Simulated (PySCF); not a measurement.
# AlICl2 (SMILES [Cl][Al]([Cl])[I]): levels of theory compared

Aim: a comparison of 3 runs (HF/def2-SVP, B3LYP/def2-SVP, PBE0/def2-SVP) of AlICl2. The job is set up through a Python script.

Program for the calculation: PySCF 2.14.0.

### Step 1. The molecule

The species is AlICl2 (4 atoms), meant as a singlet with charge 0. As SMILES, `[Cl][Al]([Cl])[I]`. Geometry: relaxed at PBE0-D4/def2-TZVP.

Bond lengths: Cl1–Al2 2.074 Å, Al2–Cl3 2.074 Å, Al2–I4 2.439 Å. Angles: Cl1–Al2–Cl3 119.2°, Cl1–Al2–I4 120.4°, Cl3–Al2–I4 120.4°.

### Step 2. Energy and gradient at HF/def2-SVP (core potential) (run 1)

Input file calc.py:

```python
from pyscf import gto, scf

system = gto.M(
    atom='''
Cl     1.587559     1.138371     3.486167
Al     0.122454    -0.123210     0.077668
Cl     1.033113    -3.720871    -1.180701
I     -2.638247     2.591948    -2.421306
''',
    ecp={'I': 'def2-svp'},
    verbose=3,
    basis='def2-svp',
    unit='bohr',
    charge=0,
    max_memory=1860,
)

mf = scf.RHF(system)
mf.conv_tol = 1e-10
mf.kernel()
if not mf.converged:
    mf = mf.newton().run(mf.mo_coeff, mf.mo_occ)

etot = mf.e_tot
print('E = %.10f Eh' % etot)
grad = mf.nuc_grad_method().kernel()
mf.analyze()
```

Run with:

```
$ OMP_NUM_THREADS=1 python calc.py
```

Log:

```text
converged SCF energy = -1457.42148719765
[... 18 lines left out ...]
MO #10  energy= -8.03701474699761  occ= 2
[... 9 lines left out ...]
MO #20  energy= -2.29588334705406  occ= 2
[... 9 lines left out ...]
MO #30  energy= -0.510613406921483 occ= 2
[... 9 lines left out ...]
MO #40  energy= 0.173724362349108  occ= 0
[... 9 lines left out ...]
MO #50  energy= 0.574544123060066  occ= 0
[... 9 lines left out ...]
MO #60  energy= 1.01430920331721   occ= 0
[... 9 lines left out ...]
MO #70  energy= 1.22145926256042   occ= 0
[... 9 lines left out ...]
MO #80  energy= 56.5953673049513   occ= 0
[... 5 lines left out ...]
Dipole moment(X, Y, Z, Debye): -0.20057,  0.19682, -0.18120
```

Wall time 11 s (1 thread of Intel Xeon at 2.70GHz, shared host); peak memory 0.16 GiB.

### Step 3. Energy and forces at B3LYP/def2-SVP (core potential) (run 2)

Input file calc.py:

```python
from pyscf import gto, dft

mol = gto.M(
    atom=[
    ('Cl', (0.840100, 0.602400, 1.844800)),
    ('Al', (0.064800, -0.065200, 0.041100)),
    ('Cl', (0.546700, -1.969000, -0.624800)),
    ('I', (-1.396100, 1.371600, -1.281300)),
],
    basis='def2-svp',
    max_memory=1860,
    verbose=4,
    ecp={'I': 'def2-svp'},
)

calc0 = dft.RKS(mol)
calc0.xc = 'b3lyp'
calc0.conv_tol = 1e-10
calc0.grids.level = 5
calc0.kernel()
if not calc0.converged:
    calc0 = calc0.newton().run(calc0.mo_coeff, calc0.mo_occ)

etot = calc0.e_tot
print('E = %.10f Eh' % etot)
grad = calc0.nuc_grad_method().kernel()
dip = calc0.dip_moment()
pop, q = calc0.mulliken_pop()
```

Run with:

```
$ OMP_NUM_THREADS=1 python calc.py
```

Log:

```text
PySCF version 2.14.0

[... 76 lines left out ...]
converged SCF energy = -1460.50459034607
[... 12 lines left out ...]
Dipole moment(X, Y, Z, Debye): -0.23756,  0.23331, -0.21477
[... 85 lines left out ...]
charge of    3I =     -0.20230
```

It took 36 s on 1 thread of Intel Xeon at 2.70GHz, shared host; peak memory 0.78 GiB.

### Step 4. Energy and forces at PBE0/def2-SVP (core potential) (run 3)

Input file calc.py:

```python
# [Cl][Al]([Cl])[I]
import pyscf.grad
from pyscf import gto, dft

mol = gto.Mole()
mol.atom = 'Cl 0.840100 0.602400 1.844800; Al 0.064800 -0.065200 0.041100; Cl 0.546700 -1.969000 -0.624800; I -1.396100 1.371600 -1.281300'
mol.max_memory = 1860
mol.verbose = 4
mol.ecp = {'I': 'def2-svp'}
mol.basis = 'def2-svp'
mol.build()

ks = dft.RKS(mol, xc='pbe0')
ks.conv_tol = 1e-10
ks.grids.level = 5
ks.kernel()
if not ks.converged:
    ks = ks.newton().run(ks.mo_coeff, ks.mo_occ)

e_final = ks.e_tot
print('E = %.10f Eh' % e_final)
grad = ks.Gradients().kernel()
ks.analyze()
```

Run with:

```
$ OMP_NUM_THREADS=1 python calc.py
```

Log:

```text
PySCF version 2.14.0

[... 99 lines left out ...]
MO #3   energy= -56.2429606137625  occ= 2
[... 10 lines left out ...]
MO #14  energy= -4.91880752811519  occ= 2
[... 10 lines left out ...]
MO #25  energy= -0.857075129989033 occ= 2
[... 10 lines left out ...]
MO #36  energy= -0.299625972005001 occ= 2
[... 10 lines left out ...]
MO #47  energy= 0.333941701633482  occ= 0
[... 10 lines left out ...]
MO #58  energy= 0.63937893227292   occ= 0
[... 10 lines left out ...]
MO #69  energy= 0.942419476404557  occ= 0
[... 10 lines left out ...]
MO #80  energy= 56.005024351301    occ= 0
[... 87 lines left out ...]
Dipole moment(X, Y, Z, Debye): -0.26201,  0.25733, -0.23689
```

Run time: 32 s. Hardware: 1 thread of Intel Xeon at 2.70GHz, shared host; peak memory 0.78 GiB.

### Step 5. All runs side by side

```csv
run,level,integration grid,energy (Eh),dipole moment (D),HOMO energy (eV),LUMO energy (eV),wall time
1,HF/def2-SVP (core potential),–,-1457.421487,0.33,-10.70,1.59,11 s
2,B3LYP/def2-SVP (core potential),5,-1460.504590,0.40,-7.81,-1.55,36 s
3,PBE0/def2-SVP (core potential),5,-1459.965897,0.44,-8.15,-1.39,32 s
```

### Step 6. Results

```
                       quantity           value
            run 3: total energy  -1459.96590 Eh
           run 3: dipole moment          0.44 D
             run 3: HOMO energy        -8.15 eV
             run 3: LUMO energy        -1.39 eV
           run 3: HOMO–LUMO gap         6.76 eV
run 3: largest force on an atom      0.207 eV/Å
```

In words: The dipole moment (its size) runs from 0.33 D (HF/def2-SVP) to 0.44 D (PBE0/def2-SVP). The HOMO–LUMO gap runs from 6.26 eV (B3LYP/def2-SVP) to 12.29 eV (HF/def2-SVP). Exact exchange widens orbital gaps. Totals of different functionals can't be ranked against each other. All runs together took 79 s, the longest 36 s.
